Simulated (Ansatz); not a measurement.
**C2H2OSe (SMILES OC#C[SeH]): functionals against CCSD(T) at one geometry**

The task here is to estimate one member of a computed series from the others.

Computed with Ansatz 0.2.0, Gaussian basis. Level: single points in def2-TZVPP.

Cores are frozen in the correlated methods. Filled d shells of the heavier atoms are correlated.

### The starting structure

SMILES `OC#C[SeH]`, 6 atoms, charge 0, spin multiplicity 1.

Atoms are counted from 1 here; the program's logs count them from 0.

Bond lengths: O1–C2 1.292 Å, O1–H5 0.966 Å, C2–C3 1.186 Å, C3–Se4 1.842 Å, Se4–H6 1.443 Å. Angles: C2–O1–H5 114.5°, O1–C2–C3 171.7°, C2–C3–Se4 162.1°, C3–Se4–H6 95.1°.

As a file:

```xyz
6

O     1.9685   -0.5476   -0.2888
C     0.7002   -0.3362   -0.1576
C    -0.4329    0.0096   -0.1089
Se   -2.2704   -0.0201    0.0118
H     2.4576   -0.5771    0.5433
H    -2.4238    1.4146    0.0020
```

Set-up of the first run:

Contents of run/in.yaml:

```yaml
crystal:
  periodic: [false, false, false]
  atoms:
    - {symbol: O, position_ang: [1.968500, -0.547600, -0.288800]}
    - {symbol: C, position_ang: [0.700200, -0.336200, -0.157600]}
    - {symbol: C, position_ang: [-0.432900, 0.009600, -0.108900]}
    - {symbol: Se, position_ang: [-2.270400, -0.020100, 0.011800]}
    - {symbol: H, position_ang: [2.457600, -0.577100, 0.543300]}
    - {symbol: H, position_ang: [-2.423800, 1.414600, 0.002000]}
basis:
  gaussian: {orbitals: def2-TZVPP}
correlation: {method: ccsd_t}
output: {forces: true}
```

No record of the launch command was kept for these runs.

Among the steps run: CCSD(T)/def2-TZVPP; PBE0-D4/def2-TZVPP; wB97M-V/def2-TZVPP; r2SCAN-D4/def2-TZVPP; PBE-D4/def2-TZVPP; r2SCANh-D4/def2-TZVPP; LC-wPBE/def2-TZVPP.

One table of the session follows, with a row left open; its other results are not shown here.

```
    method  RMS force component (eV/Å)  angle to CCSD(T) forces (°)  dipole (D)
   CCSD(T)                       1.052                    reference        1.88
   PBE0-D4                       0.895                         14.5        1.93
   wB97M-V                           ?                            ?           ?
 r2SCAN-D4                       1.013                         12.8        1.98
    PBE-D4                       1.216                         14.3        1.93
r2SCANh-D4                       0.916                         13.9        1.97
   LC-wPBE                       0.640                         18.3        1.96
```

Estimate the missing values for wB97M-V.

The run gave: RMS force component (eV/Å): 0.700; angle to CCSD(T) forces (°): 10.3; dipole (D): 1.91. In the column «RMS force component (eV/Å)» it lies between LC-wPBE (0.640) and PBE0-D4 (0.895).
